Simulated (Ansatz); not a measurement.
This script for the Ansatz DFT code, driven from Python starts 5 runs on CH₄AlBr, SMILES [CH3][AlH][Br]. What input does the engine get in each?

`run_relaxed_scan.py`:
```python
# -*- coding: utf-8 -*-
"""Relaxed scan of one distance in CH4AlBr."""

import ansatz as az
import numpy as np

params = {
    "basis": "def2-SVP",
    "functional": "pbe",
}

geometry_ang = [
    ("C", (-0.7376, 0.4703, -0.2887)),
    ("Al", (0.8884, -0.4552, 0.1589)),
    ("Br", (0.8741, -2.0099, 1.9348)),
    ("H", (-0.5493, 1.6182, -0.199)),
    ("H", (-1.595, 0.1868, 0.3674)),
    ("H", (-1.0719, 0.298, -1.3481)),
    ("H", (2.2525, -0.1762, -0.6709)),
]
system = az.Crystal.molecule()
for symbol, xyz in geometry_ang:
    system = system.atom(symbol, xyz)

model = system.calculation().basis(gaussian=params["basis"]).functional(params["functional"])
symbols = [site.symbol for site in system.cartesian_sites]
pairs = [(0, 1), (0, 3), (0, 4), (0, 5), (1, 2), (1, 6)]
print("held (A)   E (eV)        ", "  ".join(f"{symbols[i]}{i}-{symbols[j]}{j}" for i, j in pairs))
for length in [1.77, 1.92, 2.08, 2.31, 2.6]:
    report = model.relax(constraints=[az.DistanceConstraint((0, 1), at=length)], force_tolerance=0.02, max_steps=60).run(threads=1).report
    xyz = np.array(report["positions_ang"])
    print(f"{length:6.2f} {report['free_energy_ev']:14.5f}  ", "  ".join(f"{np.linalg.norm(xyz[i] - xyz[j]):.3f}" for i, j in pairs))
```

Run 1:
```yaml
crystal:
  periodic: [false, false, false]
  atoms:
    - { symbol: C, position_ang: [-0.7376, 0.4703, -0.2887] }
    - { symbol: Al, position_ang: [0.8884, -0.4552, 0.1589] }
    - { symbol: Br, position_ang: [0.8741, -2.0099, 1.9348] }
    - { symbol: H, position_ang: [-0.5493, 1.6182, -0.199] }
    - { symbol: H, position_ang: [-1.595, 0.1868, 0.3674] }
    - { symbol: H, position_ang: [-1.0719, 0.298, -1.3481] }
    - { symbol: H, position_ang: [2.2525, -0.1762, -0.6709] }
basis:
  gaussian:
    orbitals: def2-SVP
hamiltonian:
  xc: pbe
relax:
  f_tol: 0.02
  max_steps: 60
  constraints:
    - { distance: [0, 1], at: 1.77 }
```

Run 2, against run 1:
```diff
-    - { distance: [0, 1], at: 1.77 }
+    - { distance: [0, 1], at: 1.92 }
```

Run 3, against run 1:
```diff
-    - { distance: [0, 1], at: 1.77 }
+    - { distance: [0, 1], at: 2.08 }
```

Run 4, against run 1:
```diff
-    - { distance: [0, 1], at: 1.77 }
+    - { distance: [0, 1], at: 2.31 }
```

Run 5, against run 1:
```diff
-    - { distance: [0, 1], at: 1.77 }
+    - { distance: [0, 1], at: 2.6 }
```

```console
$ python run_relaxed_scan.py
held (A)   E (eV)         C0-Al1  C0-H3  C0-H4  C0-H5  Al1-Br2  Al1-H6
DeckWarning: relax.constraints: the input's atoms, or those drawn, lie off the distances that are held; a relaxation that starts there is brought onto them ahead of its first SCF, by positions alone, an atom by 7.69e-2 Å at the most. With the symmetry detection on, the symmetry is detected on the input's atoms as so brought (as typed, where only the drawn atoms reach the distances), and notices that speak of the structure as typed mean those atoms
  1.77   -77719.60110   1.770  1.113  1.108  1.113  2.289  1.598
  1.92   -77719.91171   1.920  1.112  1.108  1.112  2.284  1.595
  2.08   -77719.83010   2.080  1.110  1.107  1.110  2.281  1.594
  2.31   -77719.37664   2.310  1.108  1.106  1.108  2.278  1.594
  2.60   -77718.64348   2.600  1.104  1.103  1.104  2.277  1.596
```
(Warnings from the package without file and line, repeats left out.)

Reading the output:
- Total energies depend on the basis set; only differences at equal settings carry meaning.
- The energies are electronic: no zero-point or thermal terms, and the basis set is short of its limit.
- Hardware and time: 66 s on 1 thread of Arm Neoverse V1, on a shared host, peak memory 0.2 GiB.
